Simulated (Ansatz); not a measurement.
ClK (charge +1), a scan of the bond length

Program: Ansatz 0.2.0, Python API.

Notebook, run cell by cell (the value of a cell's last expression is shown):

In [1]:
```python
import ansatz as az
from ase.data import atomic_masses, atomic_numbers
import numpy as np
```

In [2]:
```python
geometry_ang = [
    ("K", (0.0, 0.0, 0.0)),
    ("Cl", (0.0, 0.0, 3.015)),
]
clk = az.Crystal.molecule()
for symbol, xyz in geometry_ang:
    clk = clk.atom(symbol, xyz)
```

In [3]:
```python
symbols = [site.symbol for site in clk.cartesian_sites]
start = np.array([site.position_ang for site in clk.cartesian_sites])
axis = (start[1] - start[0]) / np.linalg.norm(start[1] - start[0])
moving = [1]
lengths, energies = [2.653, 2.774, 2.894, 3.015, 3.136, 3.256, 3.377, 3.558], []
for length in lengths:
    xyz = start.copy()
    xyz[moving] += (length - np.linalg.norm(start[1] - start[0])) * axis
    point = az.Crystal.molecule()
    for symbol, place in zip(symbols, xyz):
        point = point.atom(symbol, place.tolist())
    model = (
        point.calculation()
        .basis(gaussian="def2-SVP")
        .correlation("ccsd_t")
        .charge(1)
        .spin("collinear", total=1)
        .scf(lower_state_search="light")
    )
    summary = model.run(threads=1, pin="off").report
    energies.append(summary["free_energy_ev"])
    print(f"r = {length:6.3f} A  E = {energies[-1]:.5f} eV  <S^2> = {abs(summary['mean_field']['state']['spin_squared']):.3f}")
```
```text
r =  2.653 A  E = -28801.04233 eV  <S^2> = 0.756
r =  2.774 A  E = -28801.22640 eV  <S^2> = 0.756
r =  2.894 A  E = -28801.33774 eV  <S^2> = 0.756
r =  3.015 A  E = -28801.40314 eV  <S^2> = 0.756
r =  3.136 A  E = -28801.43771 eV  <S^2> = 0.756
r =  3.256 A  E = -28801.45189 eV  <S^2> = 0.756
r =  3.377 A  E = -28801.45284 eV  <S^2> = 0.756
r =  3.558 A  E = -28801.43910 eV  <S^2> = 0.756
```

In [4]:
```python
fit = np.polynomial.Polynomial.fit(lengths, np.array(energies) - min(energies), 4).convert()
roots = [r.real for r in fit.deriv().roots() if abs(r.imag) < 1e-9 and fit.deriv(2)(r.real) > 0]
r_e = min(roots, key=lambda r: abs(r - lengths[int(np.argmin(energies))]))
print(f"minimum of the fit at {r_e:.4f} A, force constant {fit.deriv(2)(r_e):.2f} eV/A^2")
m1, m2 = (atomic_masses[atomic_numbers[s]] for s in symbols)
mu = m1 * m2 / (m1 + m2)
print(f"harmonic wavenumber {521.4709 * np.sqrt(fit.deriv(2)(r_e) / mu):.0f} 1/cm, rotational constant {16.857629 / (mu * r_e ** 2):.4f} 1/cm")
```
```text
minimum of the fit at 3.3420 A, force constant 0.63 eV/A^2
harmonic wavenumber 96 1/cm, rotational constant 0.0812 1/cm
```

The lowest point is at 3.377 Å. At the shortest distance (2.65 Å) the energy is 0.41 eV higher, at the longest (3.56 Å) 0.01 eV.

Notes:
- These settings explore the input space; basis and method may be short of convergence.
- The basis set is modest, and single-reference methods fail as a bond breaks.
- The species is open-shell (spin multiplicity 2).
- S² is that of the Hartree-Fock reference.
- The spin state was assumed, and another may lie lower.
- Wall time of the script: 24 s on 1 thread of Arm Neoverse V1 (shared host), peak memory 0.18 GiB.

(Lines on the test bed's own set-up are left out of the output.)
